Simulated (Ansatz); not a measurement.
**Alloy of ZnSiP2 and CdSiP2 (2 of 4 Zn sites exchanged), 16 atoms with displaced atoms**

Wanted: the effect of changed settings on energy, forces, pressure and convergence.

Program: Ansatz 0.2.0, PAW, plane waves. These are calculated values, not measurements.

1 further run of the same task is left out (it didn't finish).

## 1. Starting point

16 atoms (2 Zn, 2 Cd, 4 Si, 8 P); a = 5.516 Å, b = 5.516 Å, c = 10.476 Å, α = 90.00°, β = 90.00°, γ = 90.00°. All atoms were shaken off their sites by about 0.10 Å along each axis.

Coordinates:

```xyz
16
Lattice="5.5161 0.0000 0.0000 0.0000 5.5161 0.0000 0.0000 0.0000 10.4762" Properties=species:S:1:pos:R:3 pbc="T T T"
Zn    0.1277    0.0084   10.3873
Zn    2.6444    0.0964    7.8258
Cd    5.2845    2.7180    2.3848
Cd    2.7483    2.8510    5.1354
Si    5.3876    5.5157    5.3454
Si    2.7389    0.0541    2.7587
Si    2.8645    2.6336    0.0181
Si    5.4951    2.6724    7.8596
P     1.6154    1.4067    1.2212
P     1.1919    1.4199    6.5625
P     4.0186    4.1138    1.2986
P     3.9767    1.3046    3.9896
P     1.4876    4.2622    3.8600
P     1.3509    3.9478    9.2672
P     4.2886    4.1257    6.4458
P     4.2433    1.6187    9.2818
```

## 2. Single point with PBEsol

The input, in.yaml:

```yaml
crystal:
  lattice:
    - [5.516066, -0.000029, -0.000011]
    - [-0.000029, 5.516066, -0.000011]
    - [-0.000020, -0.000020, 10.476232]
  atoms:
    - { symbol: Zn, position: [0.023150, 0.001529, 0.991511] }
    - { symbol: Zn, position: [0.479404, 0.017483, 0.747004] }
    - { symbol: Cd, position: [0.958019, 0.492754, 0.227640] }
    - { symbol: Cd, position: [0.498242, 0.516853, 0.490200] }
    - { symbol: Si, position: [0.976712, 0.999944, 0.510246] }
    - { symbol: Si, position: [0.496539, 0.009816, 0.263334] }
    - { symbol: Si, position: [0.519300, 0.477447, 0.001728] }
    - { symbol: Si, position: [0.996197, 0.484482, 0.750229] }
    - { symbol: P, position: [0.292862, 0.255015, 0.116566] }
    - { symbol: P, position: [0.216081, 0.257419, 0.626415] }
    - { symbol: P, position: [0.728532, 0.745797, 0.123958] }
    - { symbol: P, position: [0.720930, 0.236511, 0.380825] }
    - { symbol: P, position: [0.269699, 0.772699, 0.368455] }
    - { symbol: P, position: [0.244915, 0.715696, 0.884596] }
    - { symbol: P, position: [0.777475, 0.747951, 0.615280] }
    - { symbol: P, position: [0.769266, 0.293459, 0.885989] }
kpoints:
  mp_grid: { grid: [2, 2, 2], shift: [0.5, 0.5, 0.5] }
hamiltonian:
  xc: pbesol
scf:
  occupations: { method: fermi_dirac, width: 0.01 }
output:
  forces: true
  eigenvalues: true
  stress: true
  populations: true
```

The run is started by

```
$ ansatz run in.yaml --threads 8 --pin off --max-ram 13300MiB --runs-dir r --events-out ev --progress --plain
```

## 3. Changed settings: xc grid 2

Edit in.yaml of step 2 so:

```diff
@@ -24,2 +24,3 @@
   mp_grid: { grid: [2, 2, 2], shift: [0.5, 0.5, 0.5] }
+basis: { xc_grid: 2 }
 hamiltonian:
@@ -28,2 +29,3 @@
   occupations: { method: fermi_dirac, width: 0.01 }
+  max_iter: 50
 output:
@@ -32,2 +34 @@
   stress: true
-  populations: true
```

## 4. Run again with occupations Fermi–Dirac

Edit in.yaml of step 3 so:

```diff
@@ -24,3 +24,2 @@
   mp_grid: { grid: [2, 2, 2], shift: [0.5, 0.5, 0.5] }
-basis: { xc_grid: 2 }
 hamiltonian:
@@ -29,3 +28,3 @@
   occupations: { method: fermi_dirac, width: 0.01 }
-  max_iter: 50
+  max_iter: 70
 output:
```

## 5. Changed settings: cutoff 350 eV, charge changed by 6

Edit in.yaml of step 4 so:

```diff
@@ -24,7 +24,9 @@
   mp_grid: { grid: [2, 2, 2], shift: [0.5, 0.5, 0.5] }
+basis: { ecutwfc: 350 }
 hamiltonian:
   xc: pbesol
+total_charge: 6
 scf:
   occupations: { method: fermi_dirac, width: 0.01 }
-  max_iter: 70
+  max_iter: 100
 output:
```

## 6. Changed settings: functional RPBE, density cutoff ratio 2, density threshold 1e-09 eV

Edit in.yaml of step 5 so:

```diff
@@ -24,9 +24,9 @@
   mp_grid: { grid: [2, 2, 2], shift: [0.5, 0.5, 0.5] }
-basis: { ecutwfc: 350 }
+basis: { ecutrho_ratio: 2 }
 hamiltonian:
-  xc: pbesol
-total_charge: 6
+  xc: rpbe
 scf:
   occupations: { method: fermi_dirac, width: 0.01 }
-  max_iter: 100
+  max_iter: 60
+  convergence: { dr2_threshold: 1e-09 }
 output:
```

**Question.** What will these runs give? Wanted: for each run, settings; status; energy from base; forces from base.

The runs gave:

| settings | status | cycles | time | energy from base (meV/atom) | forces from base (eV/Å rms) | filled to empty level on the mesh (eV) |
| --- | --- | --- | --- | --- | --- | --- |
| base | converged | 9 | 1.8 s (8 CPU threads) | 0 | 0 | 1.87 |
| xc grid 2 | converged | 9 | 1.8 s (8 CPU threads) | 0.0 | 0.000 | 1.87 |
| occupations Fermi–Dirac | converged | 9 | 1.8 s (8 CPU threads) | 0.0 | 0.000 | 1.87 |
| cutoff 350 eV, charge changed by 6 | converged, settings too loose | 11 | 1.9 s (8 CPU threads) | - | 0.388 | - |
| functional RPBE, density cutoff ratio 2, density threshold 1e-09 eV | converged, settings too loose | 11 | 1.7 s (8 CPU threads) | - | 0.105 | 1.99 |

Among these variants the forces move most with cutoff 350 eV, charge changed by 6 (0.388 eV/Å rms). The base mesh is coarse for so small a cell, so pressure, spacing and their changes aren't converged values of the solid.
